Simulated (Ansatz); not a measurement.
# CH3BO2S: from a rough start to a minimum

The task is to find a stationary geometry of CH3BO2S, check the end point by its vibrations and derive ideal-gas thermochemistry, and look at its orbitals and charge.

Method: RKS PBE0-D4/def2-TZVP; program: Ansatz 0.2.0, Gaussian basis.

Plan: relaxation at PBE-D4/def2-SVP; relaxation at PBE0-D4/def2-TZVP; harmonic vibrations at the same level; a single point in def2-TZVPP for the fields.

## Step 1: Where the work starts

SMILES `OB1OC1S`, 8 atoms, charge 0, spin multiplicity 1.

Atoms are counted from 1 here; the program's logs count them from 0.

Bond lengths: O1–B2 1.396 Å, O1–H6 1.009 Å, B2–O3 1.481 Å, B2–C4 1.627 Å, O3–C4 1.405 Å, C4–S5 1.851 Å, C4–H7 1.066 Å, S5–H8 1.420 Å. Angles: B2–O1–H6 108.7°, O1–B2–O3 149.2°, O1–B2–C4 147.9°, O3–B2–C4 53.5°, B2–O3–C4 68.6°, B2–C4–O3 57.9°, B2–C4–S5 110.4°, B2–C4–H7 120.0°, O3–C4–S5 107.7°, O3–C4–H7 116.6°, S5–C4–H7 125.0°, C4–S5–H8 89.8°.

The start is a force-field geometry with small random shifts, so a cheaper pass at PBE-D4/def2-SVP comes first.

## Step 2: Relaxation at PBE-D4/def2-SVP (cheap first pass)

File in.yaml:

```yaml
crystal:
  periodic: [false, false, false]
  atoms:
    - {symbol: O, position_ang: [-1.769500, 0.795300, 1.003400]}
    - {symbol: B, position_ang: [-0.545000, 0.163000, 0.778200]}
    - {symbol: O, position_ang: [0.227500, -1.089100, 0.607300]}
    - {symbol: C, position_ang: [0.728800, -0.061400, -0.209200]}
    - {symbol: S, position_ang: [0.154900, -0.387000, -1.939100]}
    - {symbol: H, position_ang: [-1.678500, 1.399000, 1.806500]}
    - {symbol: H, position_ang: [1.682700, 0.334200, 0.053400]}
    - {symbol: H, position_ang: [1.291200, -1.210900, -2.156300]}
basis:
  gaussian: {orbitals: def2-SVP}
hamiltonian: {xc: pbe, dispersion: d4}
relax: {f_tol: 0.03, max_steps: 200}
```

Started as:

```console
ansatz run in.yaml --threads 2 --pin off --events-out ev --progress --plain --max-ram 4352MiB
```

Output, cut to the lines that bear on the results:

```text
Functional definition: PBE
  name "PBE"
  cite "Perdew, Burke & Ernzerhof, Phys. Rev. Lett. 77, 3865 (1996) doi:10.1103/PhysRevLett.77.3865"
  parent pbe
[...]
977 factors; their error is unknown
[...]
mean field -16672.09268977 eV, -612.6881055986 hartree, gradient 4.5e-5 eV, S^2 0.000000; 0 other end points of the search recorded, 0 dependent functions left out
[...]
reference -16672.09271987 eV, -612.6881067051 hartree; 23, 23 occupied and 66, 66 virtual orbitals, 977 factors
relax step   1: F+E_penalty+E_count = -16672.25171053 eV  Δ(F+E_penalty+E_count) = +0.000e0 eV  max|allowed force component| = 3.537e0 eV/Å  Δτ_max = 0.0000 Å  (29 SCF iters, accepted)
[...]
relax step   7: F+E_penalty+E_count = -16673.78806720 eV  Δ(F+E_penalty+E_count) = -4.733e-3 eV  max|allowed force component| = 7.184e-2 eV/Å  Δτ_max = 0.0391 Å  (29 SCF iters, accepted)
[...]
relax step   8: F+E_penalty+E_count = -16673.78848547 eV  Δ(F+E_penalty+E_count) = -4.183e-4 eV  max|allowed force component| = 1.990e-2 eV/Å  Δτ_max = 0.0094 Å  (32 SCF iters, accepted)
977 factors; their error is unknown
mean field -16673.63174665 eV, -612.7446648957 hartree, gradient 1.0e-5 eV, S^2 0.000000; 1 other end points of the search recorded, 0 dependent functions left out
[...]
reference -16673.63177680 eV, -612.7446660038 hartree; 23, 23 occupied and 66, 66 virtual orbitals, 977 factors
Total energy: -16673.78851563 eV, -612.7504260495 hartree
Atom 0 at    -1.549454     0.636225     1.499417 Å, force    -0.003761     0.001810     0.000165 eV/Å
Atom 1 at    -0.543500     0.054379     0.813477 Å, force    -0.003578     0.019896     0.011181 eV/Å
Atom 2 at     0.057790    -1.144443     0.764628 Å, force     0.005599    -0.010663     0.006730 eV/Å
Atom 3 at     0.591232    -0.056983    -0.208718 Å, force    -0.017946     0.002064     0.000722 eV/Å
Atom 4 at     0.257814    -0.267283    -1.938490 Å, force     0.010474    -0.003017    -0.019891 eV/Å
Atom 5 at    -1.697568     1.560074     1.230978 Å, force     0.004898    -0.008546     0.001806 eV/Å
Atom 6 at     1.635767     0.200622     0.040333 Å, force     0.004720    -0.001384     0.003308 eV/Å
Atom 7 at     1.340019    -1.039490    -2.257425 Å, force    -0.000407    -0.000160    -0.004022 eV/Å
Dipole moment:     0.137432     0.482442    -0.082037 e Å
```

It took 9 s on 2 threads of Intel Xeon Platinum 8488C, shared host.

Relaxation path:

```csv
step,energy from step 1 (eV),largest force component (eV/Å)
1,0.0000,3.5370
2,-0.8640,1.9375
3,-1.1923,2.5291
4,-1.4083,1.0323
5,-1.5220,0.2795
6,-1.5316,0.2012
7,-1.5364,0.0718
8,-1.5368,0.0199
```

Distances of close pairs at the start and the end, largest changes first:

```csv
bond,before (Å),after (Å),change (Å)
O3–C4,1.405,1.554,+0.149
B2–O3,1.481,1.342,-0.139
B2–C4,1.627,1.531,-0.096
C4–S5,1.851,1.774,-0.077
S5–H8,1.420,1.367,-0.053
O1–B2,1.396,1.349,-0.047
C4–H7,1.066,1.104,+0.039
O1–H6,1.009,0.973,-0.035
```

## Step 3: Geometry optimisation, PBE0-D4/def2-TZVP

File in.yaml:

```yaml
crystal:
  periodic: [false, false, false]
  atoms:
    - {symbol: O, position_ang: [-1.549454, 0.636225, 1.499417]}
    - {symbol: B, position_ang: [-0.543500, 0.054379, 0.813477]}
    - {symbol: O, position_ang: [0.057790, -1.144443, 0.764628]}
    - {symbol: C, position_ang: [0.591232, -0.056983, -0.208718]}
    - {symbol: S, position_ang: [0.257814, -0.267283, -1.938490]}
    - {symbol: H, position_ang: [-1.697568, 1.560074, 1.230978]}
    - {symbol: H, position_ang: [1.635767, 0.200622, 0.040333]}
    - {symbol: H, position_ang: [1.340019, -1.039490, -2.257425]}
basis:
  gaussian: {orbitals: def2-TZVP}
hamiltonian: {xc: pbe0, dispersion: d4}
relax: {f_tol: 0.005, max_steps: 150}
```

Launched as before.

Output, cut to the lines that bear on the results:

```text
Functional definition: PBE0
  name "PBE0"
  cite "Adamo & Barone, J. Chem. Phys. 110, 6158 (1999) doi:10.1063/1.478522"
  cite "Perdew, Burke & Ernzerhof, Phys. Rev. Lett. 77, 3865 (1996) doi:10.1103/PhysRevLett.77.3865"
  parent pbe
[...]
1054 factors; their error is unknown
[...]
mean field -16685.14405060 eV, -613.1677342628 hartree, gradient 2.6e-5 eV, S^2 0.000000; 0 other end points of the search recorded, 0 dependent functions left out
[...]
reference -16685.14407838 eV, -613.1677352836 hartree; 23, 23 occupied and 156, 156 virtual orbitals, 1054 factors
relax step   1: F+E_penalty+E_count = -16685.27566295 eV  Δ(F+E_penalty+E_count) = +0.000e0 eV  max|allowed force component| = 7.558e-1 eV/Å  Δτ_max = 0.0000 Å  (30 SCF iters, accepted)
[...]
reference -16685.18310312 eV, -613.1691694164 hartree; 23, 23 occupied and 156, 156 virtual orbitals, 1054 factors
Total energy: -16685.31523893 eV, -613.1740253179 hartree
Atom 0 at    -1.528396     0.636981     1.489973 Å, force    -0.000774     0.000469     0.000068 eV/Å
Atom 1 at    -0.537231     0.060025     0.801481 Å, force     0.000946    -0.000494    -0.000718 eV/Å
Atom 2 at     0.057577    -1.129828     0.738997 Å, force     0.000794     0.000610    -0.000143 eV/Å
Atom 3 at     0.580507    -0.063511    -0.212313 Å, force    -0.000463    -0.000339     0.000478 eV/Å
Atom 4 at     0.267007    -0.277979    -1.927505 Å, force    -0.000468     0.000404    -0.000493 eV/Å
Atom 5 at    -1.692327     1.550526     1.246281 Å, force     0.000012    -0.000129     0.000088 eV/Å
Atom 6 at     1.604591     0.199120     0.034015 Å, force    -0.000010    -0.000502     0.000203 eV/Å
Atom 7 at     1.340372    -1.032233    -2.226729 Å, force    -0.000037    -0.000019     0.000516 eV/Å
Dipole moment:     0.138649     0.498401    -0.045197 e Å
```

Run time: 27 s. Hardware: 2 threads of Intel Xeon Platinum 8488C, shared host.

The steps of the relaxation:

```csv
step,energy from step 1 (eV),largest force component (eV/Å)
1,0.0000,0.7558
2,-0.0318,0.3950
3,-0.0385,0.0932
4,-0.0392,0.0517
5,-0.0394,0.0215
6,-0.0395,0.0148
7,-0.0395,0.0100
8,-0.0395,0.0089
9,-0.0395,0.0009
```

Close pairs (by a distance rule), those that changed most:

```csv
bond,before (Å),after (Å),change (Å)
O3–C4,1.554,1.522,-0.032
S5–H8,1.367,1.346,-0.022
C4–H7,1.104,1.086,-0.019
C4–S5,1.774,1.757,-0.017
B2–C4,1.531,1.514,-0.017
O1–H6,0.973,0.960,-0.014
O1–B2,1.349,1.338,-0.012
B2–O3,1.342,1.332,-0.010
```

Mulliken charges at the end point, from the run's report:

```csv
atom,value (e)
O1,-0.38
B2,0.24
O3,-0.22
C4,-0.09
S5,-0.18
H6,0.34
H7,0.14
H8,0.15
```

## Step 4: Harmonic vibrations

File in.yaml:

```yaml
crystal:
  periodic: [false, false, false]
  atoms:
    - {symbol: O, position_ang: [-1.528396, 0.636981, 1.489973]}
    - {symbol: B, position_ang: [-0.537231, 0.060025, 0.801481]}
    - {symbol: O, position_ang: [0.057577, -1.129828, 0.738997]}
    - {symbol: C, position_ang: [0.580507, -0.063511, -0.212313]}
    - {symbol: S, position_ang: [0.267007, -0.277979, -1.927505]}
    - {symbol: H, position_ang: [-1.692327, 1.550526, 1.246281]}
    - {symbol: H, position_ang: [1.604591, 0.199120, 0.034015]}
    - {symbol: H, position_ang: [1.340372, -1.032233, -2.226729]}
basis:
  gaussian: {orbitals: def2-TZVP}
hamiltonian: {xc: pbe0, dispersion: d4}
phonons: {temperatures: {t_min: 298.15, t_max: 900, t_step: 200}}
```

Launched as before.

Output, cut to the lines that bear on the results:

```text
Functional definition: PBE0
  name "PBE0"
  cite "Adamo & Barone, J. Chem. Phys. 110, 6158 (1999) doi:10.1063/1.478522"
  cite "Perdew, Burke & Ernzerhof, Phys. Rev. Lett. 77, 3865 (1996) doi:10.1103/PhysRevLett.77.3865"
  parent pbe
[...]
1054 factors; their error is unknown
[...]
mean field -16685.18307482 eV, -613.1691683763 hartree, gradient 2.4e-5 eV, S^2 0.000000; 0 other end points of the search recorded, 0 dependent functions left out
[...]
reference -16685.18310249 eV, -613.1691693931 hartree; 23, 23 occupied and 156, 156 virtual orbitals, 1054 factors
[...]
1054 factors; their error is unknown
mean field -16685.18296793 eV, -613.1691644482 hartree, gradient 1.9e-6 eV, S^2 0.000000; 0 other end points of the search recorded, 0 dependent functions left out
[...]
reference -16685.18299560 eV, -613.1691654649 hartree; 23, 23 occupied and 156, 156 virtual orbitals, 1054 factors
[...]
Atom 0 at    -1.528396     0.636981     1.489973 Å, force    -0.000766     0.000470     0.000057 eV/Å
Atom 1 at    -0.537231     0.060025     0.801481 Å, force     0.000972    -0.000515    -0.000721 eV/Å
Atom 2 at     0.057577    -1.129828     0.738997 Å, force     0.000782     0.000629    -0.000149 eV/Å
Atom 3 at     0.580507    -0.063511    -0.212313 Å, force    -0.000502    -0.000344     0.000478 eV/Å
Atom 4 at     0.267007    -0.277979    -1.927505 Å, force    -0.000468     0.000404    -0.000487 eV/Å
Atom 5 at    -1.692327     1.550526     1.246281 Å, force     0.000000    -0.000126     0.000096 eV/Å
Atom 6 at     1.604591     0.199120     0.034015 Å, force     0.000018    -0.000495     0.000210 eV/Å
Atom 7 at     1.340372    -1.032233    -2.226729 Å, force    -0.000036    -0.000023     0.000515 eV/Å
Dipole moment:     0.138648     0.498401    -0.045196 e Å
Vibrations: 152.47 286.09 359.43 399.40 491.39 525.64 646.21 742.28 876.52 940.49 970.25 1071.22 1255.82 1260.44 1726.39 2679.95 3162.85 3904.59 cm⁻¹, zero-point energy 1.329818 eV
```

Run time: 94 s. Hardware: 2 threads of Intel Xeon Platinum 8488C, shared host.

Motions are named by where the mode's potential energy lies. The modes, unscaled (a negative number is an imaginary wavenumber):

```csv
mode,cm⁻¹,motion
1,152,bend with torsion
2,286,torsion with bend
3,359,bend with torsion
4,399,bend with torsion
5,491,torsion
6,526,torsion with bend
7,646,bend
8,742,"mixed, led by C–S stretch"
9,877,bend with C–S stretch
10,940,bend
11,970,bend
12,1071,bend with torsion
13,1256,bend
14,1260,bend
15,1726,B–O stretch
16,2680,S–H stretch
17,3163,C–H stretch
18,3905,O–H stretch
```

Ideal gas, rigid rotor and harmonic oscillator at 298.15 K and 1 bar, with symmetry number 1:

```csv
term,value
zero-point energy,128.3 kJ/mol
H(298) − E,145.1 kJ/mol
"entropy, translation",165.0 J/(mol K)
"entropy, rotation",109.9 J/(mol K)
"entropy, vibration",36.2 J/(mol K)
"entropy, total",311.1 J/(mol K)
```

## Step 5: Orbitals, density and potential

Edit in.yaml of step 4 so:

```diff
@@ -12,4 +12,4 @@
 basis:
-  gaussian: {orbitals: def2-TZVP}
+  gaussian: {orbitals: def2-TZVPP}
 hamiltonian: {xc: pbe0, dispersion: d4}
-phonons: {temperatures: {t_min: 298.15, t_max: 900, t_step: 200}}
+output: {orbitals: {seedname: orbitals}}
```

Launched as before.

Output:

```text
Functional definition: PBE0
  name "PBE0"
  cite "Adamo & Barone, J. Chem. Phys. 110, 6158 (1999) doi:10.1063/1.478522"
  cite "Perdew, Burke & Ernzerhof, Phys. Rev. Lett. 77, 3865 (1996) doi:10.1103/PhysRevLett.77.3865"
  parent pbe
  parameter a = 0.25
  parameter kappa = 0.804
  parameter beta = 0.06672455060314922
  exchange = (1 - a)*pbe_x(kappa = kappa, mu = beta*pi^2/3) + a*exact_x
  correlation = pbe_c(beta = beta)
1143 factors; their error is unknown
mean field evaluation 1: about -16677.7459 eV, gradient 6.5e1 eV
mean field evaluation 2: about -16667.5152 eV, gradient 9.8e1 eV
mean field evaluation 4: about -16685.1544 eV, gradient 6.8e0 eV
mean field evaluation 8: about -16685.2324 eV, gradient 1.4e-1 eV
mean field evaluation 16: about -16685.2508 eV, gradient 2.3e-4 eV
mean field -16685.25080382 eV, -613.1716573710 hartree, gradient 4.0e-5 eV, S^2 0.000000; 0 other end points of the search recorded, 0 dependent functions left out
reference -16685.25083197 eV, -613.1716584056 hartree; 23, 23 occupied and 185, 185 virtual orbitals, 1143 factors
Total energy: -16685.38296777 eV, -613.1765143069 hartree
```

It took 2.3 s on 2 threads of Intel Xeon Platinum 8488C, shared host; peak memory 0.43 GiB.

The fields below are evaluated on a grid from the run's orbitals.

Frontier orbitals at PBE0-D4/def2-TZVPP, with the share of their density that lies nearest to each atom:

```csv
orbital,energy (eV),lies on
HOMO,-7.38,S5 72 %; H8 9 %; O3 9 %
LUMO,0.03,"S5 24 %; H6, H8 about 19 % each; B2 11 %"
```

ELF in a plane through or near 4 of the atoms.

Ten even steps from '0' (0.00) to '9' (1.00):
```
0000000000000000000000000000
0000000000000000000000000000
0000000000000000000000000000
0000000000000122100000000000
0000000000001454300000000000
0000000000002566410000000000
0000000000013677610122100000
0000011000135667622455310000
0000478511356652237887520000
0002899953564453747488620000
0003899975786561167567510000
0002899962376464367776300000
0000477837445212135663100000
0000134623455100013442100000
0000001577786100000110000000
0000001489986100000000000000
0000000367864100000000000000
0000000134431000000000000000
0000000011110000000000000000
0000000000000000000000000000
```
The map spans 10.7 Å across and 7.4 Å up, centred on the molecule. Atoms in the plane (x, y in Å): O1 (2.2, -0.1), B2 (0.9, 0.2), S5 (-1.6, -1.1), H8 (-2.8, -0.3).

log10 of the density (e/Å³) in the same plane.

Ten even steps from ' ' (-4.0) to '@' (1.7):
```
                                                        
                        ..........                      
                      ....::::::::..                    
                  ....::----------::....                
                ..::----==++++====--::::::....          
              ..::::--==++++**++++==------::::..        
        ..::::::----==++****##****++======----::..      
      ..::::------==++****######**++++++++====::..      
      ::--========++++**########%%**####**++++--::      
    ..::==++++**********######%%@@##%%%%%%**++==::      
    ..::==++**##******####******####%%@@%%**++==::      
    ..--==++**##########************######**++--::      
    ..::==++****##@@@@##**++++++++++******++==--..      
    ..::--==++**##@@%%****++========++++++====::..      
      ..::--==++**####**++==----------==----::..        
      ..::--==++******++++==--::::::::--::::..          
        ..::--==++++++====--::..............            
        ....::----==------::..                          
          ....::::----::::....                          
              ............                              
```
The map spans 10.7 Å across and 7.4 Å up, centred on the molecule. Atoms in the plane (x, y in Å): O1 (2.2, -0.1), B2 (0.9, 0.2), S5 (-1.6, -1.1), H8 (-2.8, -0.3).

On the surface of density 0.002 e/bohr³ the electrostatic potential runs, from the 1st to the 99th percentile, from -1.33 V near O3 to 2.58 V near H6.

## Step 6: Outcome

```
                  quantity            value
               point group               C1
                     steps            8 + 9
shift from the start (rms)          0.320 Å
              total energy   -16685.3152 eV
           dispersion term         -132 meV
             dipole moment           2.49 D
lowest, highest wavenumber   152, 3905 cm⁻¹
         zero-point energy     128.3 kJ/mol
       entropy at 298.15 K  311.1 J/(mol K)
                HOMO, LUMO   -7.38, 0.03 eV
```

In words: The relaxed geometry lies 0.32 Å (rms) from the start; the bond that changed most is B2–O3, from 1.481 to 1.332 Å. All wavenumbers are real, so the end point is a minimum. The stiffest mode, 3905 cm⁻¹, is an O–H stretch. Harmonic hybrid wavenumbers usually lie a few per cent above measured fundamentals. The largest Mulliken charge, -0.38 e, sits on O1. The HOMO lies mostly on S5 72 %; H8 9 % and the LUMO on S5 24 %; H6, H8 about 19 % each.
